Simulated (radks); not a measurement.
**Ag¹⁹⁺ in [Ar] 3d10: an all-electron calculation**

One table from this session's results is given with a row withheld; the runs are named, their logs left out.

The numbers are computed with radks (a radial shooting solver on a logarithmic mesh, Libxc functionals) version 1 (Dirac Kohn-Sham, LDA (Slater exchange, VWN5 correlation), spin-unpolarised, spherical densities, finite nucleus), except any that are marked as measured or tabulated.

**The atom as given**

```
element            : silver (Z = 47)
charge             : +19
electrons          : 28
configuration      : [Ar] 3d10
nuclear rms radius : 4.5454 fm
```

The outer shells:

Ag¹⁹⁺
```
[Ar] core
3d [↑↓][↑↓][↑↓][↑↓][↑↓]
```

Set-up of the first run:

Input:

```text
Z 47
configuration [Ar] 3d10
relativity Dirac
functional lda,vwn5
spin unpolarised
j_filling energy
nucleus finite rms 4.5454 fm
c 137.035999084
```

Steps of the session up to this table: Self-consistent calculation.

One table of the session follows, with a row left open; its other results are not shown here.

It belongs to the step «Shells». Radial moments (bohr):

| level | <r> | outermost maximum (interpolated) | 90 % within | nodes |
| --- | --- | --- | --- | --- |
| 1s1/2 | ? | ? | ? | ? |
| 2s1/2 | 0.1345 | 0.114 | 0.208 | 1 |
| 2p1/2 | 0.1140 | 0.0881 | 0.187 | 0 |
| 2p3/2 | 0.1190 | 0.0924 | 0.193 | 0 |
| 3s1/2 | 0.3637 | 0.331 | 0.535 | 2 |
| 3p1/2 | 0.3540 | 0.317 | 0.532 | 1 |
| 3p3/2 | 0.3642 | 0.326 | 0.546 | 1 |
| 3d3/2 | 0.3336 | 0.267 | 0.525 | 0 |
| 3d5/2 | 0.3368 | 0.270 | 0.529 | 0 |

Estimate the missing values for 1s1/2.

As computed: <r>: 0.03114; outermost maximum (interpolated): 0.0202; 90 % within: 0.0559; nodes: 0. In the column «<r>» it is the lowest.
